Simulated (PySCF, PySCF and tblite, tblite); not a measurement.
**C5H7FO: a path driven as ring inversion, and NMR exchange**

How fast is ring inversion in C5H7FO (`O=C1CC[C@@H](F)C1`), and when do the exchanging lines merge?

Computed with tblite 0.8.0 (tight binding) and PySCF 2.14.0 (DFT, with response routines of our own); each step states its level. Atoms count from 0 throughout.

## (1) The molecule as given

14 atoms, charge 0, multiplicity 1; geometry from: force field or distance geometry start.

Bonds of the start (Å): C1–C2 1.51, C1–C6 1.50, C2–C3 1.54, C2–H7 1.08, C2–H8 1.09, C3–C4 1.51, C3–H10 1.10, C3–H9 1.09, C4–C6 1.52, C4–F5 1.35, C4–H11 1.10, C6–H12 1.08, C6–H13 1.09, O0–C1 1.24.

## (2) GFN2-xTB relaxation, start minimum

The job: settings as JSON, then the geometry in Å.

```
{"job": {"xc": "GFN2-xTB", "basis": "xTB", "kind": "relax"}, "charge": 0, "multiplicity": 1}
O      2.437500     0.244500     0.632400
C      1.243200     0.137700     0.319000
C      0.450600    -1.120300     0.567300
C     -0.779400    -0.852400    -0.318300
C     -0.953100     0.645900    -0.248200
F     -1.492500     0.976200     0.949100
C      0.451000     1.223800    -0.342100
H      0.992900    -2.004200     0.253400
H      0.179500    -1.178600     1.624100
H     -0.585000    -1.184000    -1.334200
H     -1.658100    -1.397000     0.064600
H     -1.619700     1.029400    -1.032200
H      0.782400     1.318700    -1.363700
H      0.550000     2.159600     0.206600
```

On the command line:

```console
$ OMP_NUM_THREADS=1 python ens_run.py task.json out
```

This one command runs the whole study; its stages follow in the order run.

Log:

```text
step      E/eV     max force
  0    -627.78797    4.092
  1    -627.82012    5.055
  2    -627.93723    0.849
  3    -627.95056    0.478
  4    -627.96911    0.284
  5    -627.97178    0.147
  6    -627.97415    0.105
  7    -627.97539    0.137
  8    -627.97689    0.106
  9    -627.97775    0.091
 10    -627.97829    0.082
 11    -627.97869    0.063
 12    -627.97913    0.054
 13    -627.97951    0.045
 14    -627.97975    0.039
 15    -627.97991    0.035
 16    -627.98008    0.039
 17    -627.98031    0.053
 18    -627.98060    0.055
 19    -627.98092    0.045
 20    -627.98126    0.052
 21    -627.98164    0.055
 22    -627.98205    0.061
 23    -627.98255    0.063
 24    -627.98311    0.064
 25    -627.98367    0.063
 26    -627.98405    0.047
 27    -627.98424    0.031
 28    -627.98435    0.024
 29    -627.98444    0.025
 30    -627.98453    0.021
 31    -627.98458    0.019
 32    -627.98460    0.013
 33    -627.98461    0.008
 34    -627.98461    0.007
 35    -627.98462    0.006
 36    -627.98462    0.006
 37    -627.98463    0.008
 38    -627.98463    0.008
 39    -627.98464    0.008
 40    -627.98465    0.007
 41    -627.98465    0.006
 42    -627.98466    0.007
 43    -627.98466    0.009
 44    -627.98467    0.010
 45    -627.98469    0.012
 46    -627.98471    0.012
 47    -627.98473    0.010
 48    -627.98474    0.010
 49    -627.98475    0.009
 50    -627.98477    0.010
 51    -627.98478    0.010
 52    -627.98479    0.009
 53    -627.98480    0.007
 54    -627.98480    0.006
 55    -627.98481    0.006
 56    -627.98481    0.008
 57    -627.98482    0.006
 58    -627.98482    0.004
 59    -627.98482    0.003
```

It took 0.28 s on 1 thread of AMD EPYC 7B13, shared host.

The energy fell by 0.197 eV, and the atoms moved 0.08 Å (root mean square).

## (3) Relaxed scan, ring torsion 2 driven

The job: settings as JSON, then the geometry in Å.

```
{"job": {"xc": "GFN2-xTB", "basis": "xTB", "coordinate": [["t", [2, 3, 4, 6], 1.0]], "kind": "drive"}, "charge": 0, "multiplicity": 1}
O      2.489379     0.225148     0.579582
C      1.324599     0.116905     0.316422
C      0.470071    -1.114041     0.529522
C     -0.796082    -0.878125    -0.289395
C     -0.966373     0.642195    -0.290173
F     -1.615070     1.031652     0.867727
C      0.450988     1.202523    -0.289809
H      1.007518    -2.022553     0.263833
H      0.238096    -1.161251     1.596400
H     -0.663941    -1.223564    -1.314763
H     -1.671541    -1.365661     0.135787
H     -1.588912     1.011229    -1.111584
H      0.794914     1.411023    -1.303343
H      0.525676     2.124047     0.287628
```

Log:

```text
point  coordinate     E/eV
  0     20.500     -627.96065
  1      7.000     -627.92516
  2     -6.800     -627.91830
  3    -20.500     -627.94492
  4    -33.600     -627.97043
```

Wall time 0.58 s (1 thread of AMD EPYC 7B13, shared host).

The highest point is number 2, 1.0 kcal/mol above the first.

## (4) Nudged elastic band, leg 1

The job, as its differences from that of step 3:

```diff
@@ -1,2 +1,2 @@
-{"job": {"xc": "GFN2-xTB", "basis": "xTB", "coordinate": [["t", [2, 3, 4, 6], 1.0]], "kind": "drive"}, "charge": 0, "multiplicity": 1}
+{"job": {"xc": "GFN2-xTB", "basis": "xTB", "kind": "neb"}, "charge": 0, "multiplicity": 1}
 O      2.489379     0.225148     0.579582
```

Log:

```text
image   E - E0 / eV
  0       0.0000
  1       0.0199
  2       0.0530
  3       0.0691
  4       0.0573
  5       0.0290
  6       0.0120
```

Run time: 1.3 s. Hardware: 1 thread of AMD EPYC 7B13, shared host.

The highest point is number 3, 1.6 kcal/mol above the first.

## (5) Saddle search, leg 1

The job: settings as JSON, then the geometry in Å.

```
{"job": {"xc": "GFN2-xTB", "basis": "xTB", "kind": "saddle"}, "charge": 0, "multiplicity": 1}
O      2.513024     0.235068     0.551644
C      1.343395     0.120181     0.308391
C      0.541634    -1.156898     0.424657
C     -0.867706    -0.863983    -0.087353
C     -0.923786     0.625808    -0.470530
F     -1.906563     1.256893     0.270688
C      0.438937     1.237136    -0.163704
H      1.039262    -1.935540    -0.153409
H      0.546719    -1.477196     1.467944
H     -1.119137    -1.484381    -0.946130
H     -1.612638    -1.045025     0.686213
H     -1.216910     0.773107    -1.514406
H      0.880414     1.749782    -1.018410
H      0.343354     1.965048     0.644406
```

Log:

```text
step      E/eV     max force
  0    -627.91568   0.0389
  1    -627.91657   0.1527
  2    -627.91651   0.0414
  3    -627.91677   0.0422
  4    -627.91695   0.0514
  5    -627.91707   0.0519
  6    -627.91711   0.0022
lowest wavenumbers (cm-1): -100.1 42.0 352.0 414.7 432.9 496.4
```

Wall time 1.6 s (1 thread of AMD EPYC 7B13, shared host).

Point group C1; 1 imaginary mode, 100i cm⁻¹, carried by C3, F5, C2, H8. Steps downhill from it reached both ends.

## (6) DFT refinement, start: B3LYP-D3(BJ)/def2-SVP

The job: settings as JSON, then the geometry in Å.

```
{"job": {"xc": "B3LYP", "basis": "def2-SVP", "kind": "refine"}, "charge": 0, "multiplicity": 1}
O      2.489379     0.225148     0.579582
C      1.324599     0.116905     0.316422
C      0.470071    -1.114041     0.529522
C     -0.796082    -0.878125    -0.289395
C     -0.966373     0.642195    -0.290173
F     -1.615070     1.031652     0.867727
C      0.450988     1.202523    -0.289809
H      1.007518    -2.022553     0.263833
H      0.238096    -1.161251     1.596400
H     -0.663941    -1.223564    -1.314763
H     -1.671541    -1.365661     0.135787
H     -1.588912     1.011229    -1.111584
H      0.794914     1.411023    -1.303343
H      0.525676     2.124047     0.287628
```

Log:

```text
step      E/eV     max force
  0    -10056.03919   0.5590
  1    -10056.08125   0.1515
  2    -10056.07995   0.2495
  3    -10056.08427   0.1042
  4    -10056.08497   0.0506
  5    -10056.08503   0.0185
  6    -10056.08505   0.0083
```

Wall time 65 s (1 thread of AMD EPYC 7B13, shared host); peak memory 0.58 GiB.

The energy fell by 0.046 eV, and the atoms moved 0.08 Å (root mean square).

DFT refinement, saddle of leg 1: B3LYP-D3(BJ)/def2-SVP:

The job: settings as JSON, then the geometry in Å.

```
{"job": {"xc": "B3LYP", "basis": "def2-SVP", "kind": "refine"}, "charge": 0, "multiplicity": 1}
O      2.544337     0.196860     0.388342
C      1.356205     0.107299     0.248382
C      0.539380    -1.151436     0.436745
C     -0.868060    -0.863172    -0.084960
C     -0.916153     0.622951    -0.488896
F     -1.929827     1.261621     0.201316
C      0.430949     1.241990    -0.130555
H      1.021815    -1.980176    -0.081151
H      0.543986    -1.394561     1.500970
H     -1.109781    -1.495033    -0.937938
H     -1.622728    -1.035000     0.682018
H     -1.165739     0.754578    -1.547063
H      0.860414     1.844420    -0.929634
H      0.315203     1.889658     0.742424
```

Log:

```text
step      E/eV     max force
  0    -10055.90003   0.5251
  1    -10055.93828   0.1530
  2    -10055.94332   0.2077
  3    -10055.94510   0.4277
  4    -10055.94455   0.0878
  5    -10055.94498   0.1496
  6    -10055.94532   0.0803
  7    -10055.94557   0.1606
  8    -10055.94551   0.1275
  9    -10055.94569   0.0324
 10    -10055.94570   0.0210
 11    -10055.94569   0.0112
```

It took 1.9 min on 1 thread of AMD EPYC 7B13, shared host; peak memory 0.62 GiB.

The energy fell by 0.046 eV, and the atoms moved 0.15 Å (root mean square).

**DFT refinement, end: B3LYP-D3(BJ)/def2-SVP**

The job: settings as JSON, then the geometry in Å.

```
{"job": {"xc": "B3LYP", "basis": "def2-SVP", "kind": "refine"}, "charge": 0, "multiplicity": 1}
O      2.484900     0.255131     0.623390
C      1.330008     0.128296     0.326731
C      0.565382    -1.179730     0.266697
C     -0.901481    -0.791669     0.116587
C     -0.856489     0.555095    -0.611272
F     -1.993420     1.290500    -0.359999
C      0.386992     1.247797    -0.062802
H      0.923036    -1.727394    -0.608768
H      0.769805    -1.794201     1.142334
H     -1.487346    -1.533411    -0.422745
H     -1.359768    -0.634881     1.094497
H     -0.810954     0.433142    -1.699924
H      0.853778     1.946445    -0.755273
H      0.122928     1.802757     0.841418
```

Log:

```text
step      E/eV     max force
  0    -10056.00935   0.5485
  1    -10056.04733   0.1595
  2    -10056.04805   0.0488
  3    -10056.04865   0.0170
  4    -10056.04867   0.0073
```

It took 50 s on 1 thread of AMD EPYC 7B13, shared host; peak memory 0.61 GiB.

The energy fell by 0.039 eV, and the atoms moved 0.05 Å (root mean square).

## (7) Shieldings, start: PBE0/pcSseg-1

The job: settings as JSON, then the geometry in Å.

```
{"job": {"kind": "nmr", "xc": "PBE0", "basis": "pcSseg-1", "pop": false}, "charge": 0, "multiplicity": 1}
O      2.470133     0.258572     0.663882
C      1.314861     0.132219     0.350793
C      0.458374    -1.124527     0.535901
C     -0.793410    -0.870885    -0.313330
C     -0.972112     0.650409    -0.259481
F     -1.526010     0.983389     0.976920
C      0.445060     1.204658    -0.319747
H      1.029081    -2.030076     0.286597
H      0.200670    -1.180857     1.607382
H     -0.623978    -1.174375    -1.359980
H     -1.695118    -1.386784     0.045485
H     -1.643957     1.043634    -1.038539
H      0.782638     1.310116    -1.365749
H      0.553089     2.184034     0.167700
```

Log:

```text
coarse grid: 11944 points
cycle   1  E = -369.1589870373  dE =  9.660e-01  |g| = 8.826e-01  |ddm| = 3.263e+00
cycle   2  E = -368.7452131670  dE =  4.138e-01  |g| = 1.735e+00  |ddm| = 2.488e+00
cycle   3  E = -369.2993738862  dE = -5.542e-01  |g| = 2.057e-01  |ddm| = 1.916e+00
cycle   4  E = -369.3076047463  dE = -8.231e-03  |g| = 7.209e-02  |ddm| = 1.942e-01
cycle   5  E = -369.3084635970  dE = -8.589e-04  |g| = 1.863e-02  |ddm| = 5.416e-02
cycle   6  E = -369.3085229851  dE = -5.939e-05  |g| = 5.760e-03  |ddm| = 1.590e-02
cycle   7  E = -369.3085288440  dE = -5.859e-06  |g| = 1.020e-03  |ddm| = 4.394e-03
final grid: 116456 points
cycle   8  E = -369.3682851678  dE = -1.887e-05  |g| = 1.330e-02  |ddm| = 2.742e-02
cycle   9  E = -369.3681898611  dE =  9.531e-05  |g| = 2.622e-02  |ddm| = 2.878e-02
cycle  10  E = -369.3683189787  dE = -1.291e-04  |g| = 2.050e-03  |ddm| = 2.009e-02
cycle  11  E = -369.3683198116  dE = -8.329e-07  |g| = 2.945e-04  |ddm| = 1.516e-03
cycle  12  E = -369.3683198218  dE = -1.017e-08  |g| = 1.454e-04  |ddm| = 3.101e-04
cycle  13  E = -369.3683198251  dE = -3.353e-09  |g| = 2.356e-05  |ddm| = 1.096e-04
cycle  14  E = -369.3683198252  dE = -1.072e-10  |g| = 4.341e-06  |ddm| = 2.553e-05
converged SCF energy = -369.3683198252

GIAO shielding tensors (ppm)
atom      isotropic    diamagn.    paramagn.     s11        s22        s33       span
  0 O     -338.737     396.007    -734.743   -948.465   -429.814    362.069   1310.533
  1 C      -34.332     248.226    -282.557   -110.642    -54.337     61.984    172.626
  2 C      146.923     250.717    -103.794    130.797    135.580    174.393     43.596
  3 C      150.886     248.761     -97.876    139.268    143.536    169.853     30.585
  4 C       90.028     243.634    -153.607     57.808     76.255    136.020     78.213
  5 F      374.491     474.880    -100.389    313.692    384.427    425.353    111.661
  6 C      137.074     252.046    -114.972    127.066    132.203    151.954     24.889
  7 H       29.199      29.067       0.132     25.345     27.804     34.450      9.105
  8 H       28.781      29.084      -0.303     25.023     27.396     33.922      8.899
  9 H       29.602      30.103      -0.501     25.674     27.532     35.601      9.927
 10 H       28.913      29.180      -0.268     25.464     26.940     34.335      8.871
 11 H       26.074      29.177      -3.103     23.081     25.468     29.675      6.594
 12 H       29.252      29.436      -0.184     26.159     27.071     34.524      8.365
 13 H       28.799      28.859      -0.060     25.494     27.646     33.257      7.763
```

Wall time 15 s (1 thread of AMD EPYC 7B13, shared host); peak memory 0.75 GiB.

Key values: HOMO -7.26 eV, LUMO -0.70 eV; dipole 3.12 D.

## (8) Shieldings, saddle of leg 1: PBE0/pcSseg-1

The job: settings as JSON, then the geometry in Å.

```
{"job": {"kind": "nmr", "xc": "PBE0", "basis": "pcSseg-1", "pop": false}, "charge": 0, "multiplicity": 1}
O      2.577581     0.121635     0.070186
C      1.376713     0.081280     0.138521
C      0.532563    -1.144347     0.485780
C     -0.859853    -0.870143    -0.107009
C     -0.917101     0.633897    -0.492319
F     -1.960419     1.263432     0.173814
C      0.424199     1.250181    -0.096401
H      1.021739    -2.059218     0.123209
H      0.506229    -1.211316     1.587548
H     -1.044743    -1.496280    -0.992112
H     -1.673571    -1.066328     0.605278
H     -1.113194     0.757126    -1.569594
H      0.839839     1.981668    -0.802525
H      0.290018     1.758413     0.875624
```

Log:

```text
coarse grid: 11944 points
cycle   1  E = -369.1547775726  dE =  9.503e-01  |g| = 8.789e-01  |ddm| = 3.286e+00
cycle   2  E = -368.7441110509  dE =  4.107e-01  |g| = 1.729e+00  |ddm| = 2.378e+00
cycle   3  E = -369.2932418476  dE = -5.491e-01  |g| = 2.048e-01  |ddm| = 1.812e+00
cycle   4  E = -369.3013878472  dE = -8.146e-03  |g| = 6.915e-02  |ddm| = 1.907e-01
cycle   5  E = -369.3021711275  dE = -7.833e-04  |g| = 1.792e-02  |ddm| = 5.244e-02
cycle   6  E = -369.3022283588  dE = -5.723e-05  |g| = 5.574e-03  |ddm| = 1.517e-02
cycle   7  E = -369.3022338771  dE = -5.518e-06  |g| = 1.072e-03  |ddm| = 4.430e-03
final grid: 116456 points
cycle   8  E = -369.3628628163  dE = -1.490e-05  |g| = 1.366e-02  |ddm| = 2.707e-02
cycle   9  E = -369.3627585050  dE =  1.043e-04  |g| = 2.726e-02  |ddm| = 2.990e-02
cycle  10  E = -369.3628989031  dE = -1.404e-04  |g| = 1.955e-03  |ddm| = 2.092e-02
cycle  11  E = -369.3628996968  dE = -7.937e-07  |g| = 2.874e-04  |ddm| = 1.474e-03
cycle  12  E = -369.3628997072  dE = -1.041e-08  |g| = 1.436e-04  |ddm| = 2.899e-04
cycle  13  E = -369.3628997102  dE = -3.044e-09  |g| = 2.338e-05  |ddm| = 1.003e-04
cycle  14  E = -369.3628997103  dE = -1.038e-10  |g| = 5.165e-06  |ddm| = 2.530e-05
converged SCF energy = -369.3628997103

GIAO shielding tensors (ppm)
atom      isotropic    diamagn.    paramagn.     s11        s22        s33       span
  0 O     -346.180     396.639    -742.819   -951.716   -419.403    332.579   1284.295
  1 C      -33.105     248.884    -281.989   -107.816    -52.174     60.675    168.490
  2 C      145.855     250.855    -104.999    123.657    137.823    176.086     52.429
  3 C      152.645     247.919     -95.275    124.771    153.325    179.838     55.067
  4 C       92.345     243.549    -151.203     50.152     80.991    145.893     95.742
  5 F      355.234     472.296    -117.062    315.066    367.328    383.307     68.241
  6 C      136.242     251.722    -115.481    117.329    134.167    157.229     39.900
  7 H       29.260      29.356      -0.096     25.082     28.010     34.688      9.605
  8 H       28.675      29.205      -0.530     25.209     27.205     33.611      8.402
  9 H       28.911      29.460      -0.548     24.263     27.891     34.580     10.316
 10 H       29.006      29.233      -0.227     25.410     28.030     33.579      8.169
 11 H       26.062      29.174      -3.112     23.742     25.231     29.213      5.471
 12 H       28.704      29.237      -0.533     25.360     27.772     32.980      7.620
 13 H       28.699      29.127      -0.428     26.136     27.393     32.567      6.431
```

It took 23 s on 1 thread of AMD EPYC 7B13, shared host; peak memory 0.76 GiB.

In short: HOMO -7.39 eV, LUMO -0.79 eV; dipole 1.84 D.

Orbitals, density, ELF and potential are computed afterwards from the orbital file.

Frontier orbitals at PBE0/pcSseg-1, with the share of their density that lies nearest to each atom:

```
orbital  energy (eV)                                   lies on
   HOMO        -7.39   O0 60 %; C2, C6 about 11 % each; C1 7 %
   LUMO        -0.79  C1 42 %; O0 27 %; H8, H13 about 7 % each
```

ELF in a plane through or near 6 of the atoms.

Ten even steps from ' ' (0.00) to '@' (0.98):
```
                                                        
                                                        
                    ......                              
              ..--++**##**==..                          
            ::==##%%%%%%%%++..    ------                
            ==##%%%%++**##::  ..++@@@@@@**..            
            ::==######%%##======##@@@@@@##--            
                  ::====@@##@@--..##%%%%==..            
            ....::==%%**--##%%::::++++--                
        --##@@@@%%==--%%**  ..%%@@%%**::                
        ==%%@@@@@@--  **##::--++::..==--                
        ::**@@@@##**##@@##--##@@--::==--....            
          ..----::::==++::##==%%**----::::::..          
                    ..++****++::      ..::..            
                    ..--==++==..                        
                        ......                          
                                                        
                                                        
                                                        
                                                        
```
The map spans 9.7 Å across and 9.7 Å up, centred on the molecule. Atoms in the plane (x, y in Å): O0 (-1.2, 2.3), C1 (-0.6, 1.2), C2 (-1.3, -0.1), C3 (-0.3, -1.2), C4 (1.1, -0.5), C6 (0.9, 1.0).

log10 of the density (e/Å³) in the same plane.

Ten even steps from ' ' (-4.0) to '@' (1.6):
```
                                                        
                ......::....                            
            ..::----------::::..                        
          ..--====++++++++==--::::::::::....            
          ::--==****####**++==----==----::::..          
        ..::==++**##%%%%##**++++++++++++==--::..        
        ..::==++**########********##****==--::..        
        ::::--==++**##%%@@######%%##****==--::..        
      ..::--==++++**############%%##**++==--::..        
    ..::--==++**########******######**++====::::        
    ..::====**############****########**++==--::        
    ..::--==++******##################**++++==--..      
      ..::--====++++**##%%@@####********++++==--..      
        ..::::--====++**####**++++++++++====--::        
          ....::----==++****++====----------::..        
              ..::::--========----::::....              
                ....::::------::::..                    
                      ..........                        
                                                        
                                                        
```
The map spans 9.7 Å across and 9.7 Å up, centred on the molecule. Atoms in the plane (x, y in Å): O0 (-1.2, 2.3), C1 (-0.6, 1.2), C2 (-1.3, -0.1), C3 (-0.3, -1.2), C4 (1.1, -0.5), C6 (0.9, 1.0).

On the surface of density 0.002 e/bohr³ the electrostatic potential runs, from the 1st to the 99th percentile, from -1.57 V near O0 to 1.26 V near H11.

(Part 1 of 2 ends here.)
